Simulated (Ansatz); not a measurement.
# TiBMoC2: the cost of one run

Program: Ansatz 0.2.0. Level of theory: DFT PBE, scalar-relativistic, plane waves, PAW. These are calculated values, not measurements.

3 further runs of the same task are left out: 1 that didn't finish, 2 set aside as unsound or not needed.

### 1 The starting structure

It takes space group P3m1 (No. 156, trigonal). The conventional cell has a = 2.974 Å, b = 2.974 Å, c = 6.697 Å, α = 90.00°, β = 90.00°, γ = 120.00°. Around Ti (site symmetry 3m) lie 4 C at 1.97 to 2.22 Å. B (site symmetry 3m) has 3 C at 1.73 Å as nearest neighbours. Around Mo (site symmetry 3m) lie 4 C at 1.91 to 2.36 Å. Around C (site symmetry 3m) lie 1 Mo at 1.91 Å and 3 Ti at 1.97 Å. Around C (site symmetry 3m) lie 3 B at 1.73 Å and 1 Ti at 2.22 Å and 3 Mo at 2.36 Å.

Coordinates:

```cif
data_structure
_symmetry_space_group_name_H-M 'P 1'
_symmetry_Int_Tables_number 1
_cell_length_a 2.9738
_cell_length_b 2.9738
_cell_length_c 6.6972
_cell_angle_alpha 90.000
_cell_angle_beta 90.000
_cell_angle_gamma 120.000
_cell_volume 51.29
loop_
_atom_site_label
_atom_site_type_symbol
_atom_site_fract_x
_atom_site_fract_y
_atom_site_fract_z
_atom_site_occupancy
Ti1 Ti 0.66667 0.33333 0.21067 1
B1 B 0.33333 0.66667 0.91677 1
Mo1 Mo 0.00000 0.00000 0.63883 1
C1 C 0.00000 0.00000 0.35382 1
C2 C 0.66667 0.33333 0.87991 1
```

The cell was relaxed beforehand at this level, from a database cell with other species swapped in; it needn't be the stable form of this composition. At a tolerance of 0.05 Å it has space group P3m1 (No. 156); it has 10.26 Å³/atom, an uncorrected energy of +0.13 eV/atom over the elements.

### 2 Bands, states and charges

Input file input.yaml:

```yaml
crystal:
  lattice:
    - [2.9738244048, 0.0, 0.0]
    - [-1.4869122024, 2.575407481, 0.0]
    - [0.0, 0.0, 6.6971509975]
  atoms:
    - { symbol: Ti, position: [0.6666666667, 0.3333333333, 0.210674075] }
    - { symbol: B, position: [0.3333333333, 0.6666666667, 0.916768043] }
    - { symbol: Mo, position: [0.0, 0.0, 0.6388276461] }
    - { symbol: C, position: [0.0, 0.0, 0.3538230602] }
    - { symbol: C, position: [0.6666666667, 0.3333333333, 0.8799072058] }
basis:
  ecutwfc: 420
kpoints:
  mp_grid: { grid: [12, 12, 6] }
  band_path:
    path:
      - [[0.0, 0.0, 0.0], [0.5, 0.0, 0.0], [0.33333333, 0.33333333, 0.0], [0.0, 0.0, 0.0], [0.0, 0.0, 0.5], [0.5, 0.0, 0.5], [0.33333333, 0.33333333, 0.5], [0.0, 0.0, 0.5]]
      - [[0.5, 0.0, 0.5], [0.5, 0.0, 0.0]]
      - [[0.33333333, 0.33333333, 0.5], [0.33333333, 0.33333333, 0.0]]
    npoints: 14
hamiltonian:
  xc: pbe
scf:
  occupations: { method: gaussian, width: 0.1 }
  n_extra_bands: 12
output:
  forces: true
  stress: true
  eigenvalues: true
  populations: true
  dos: { projected: true, de: 0.02, nscf_kmesh: { grid: [15, 15, 8] } }
  bader: true
  write_density: true
  write_potential: true
  elf: true
  volumetric_format: npy
```

Started as:

```
$ ansatz run input.yaml --threads 1 --pin off --max-ram 2560MiB --backend cpu --events-out ev --progress --plain --runs-dir out
```

What time and memory should one allow on 1 thread of Arm Neoverse V2, shared host?

About 90 s, with a peak of 0.46 GiB.
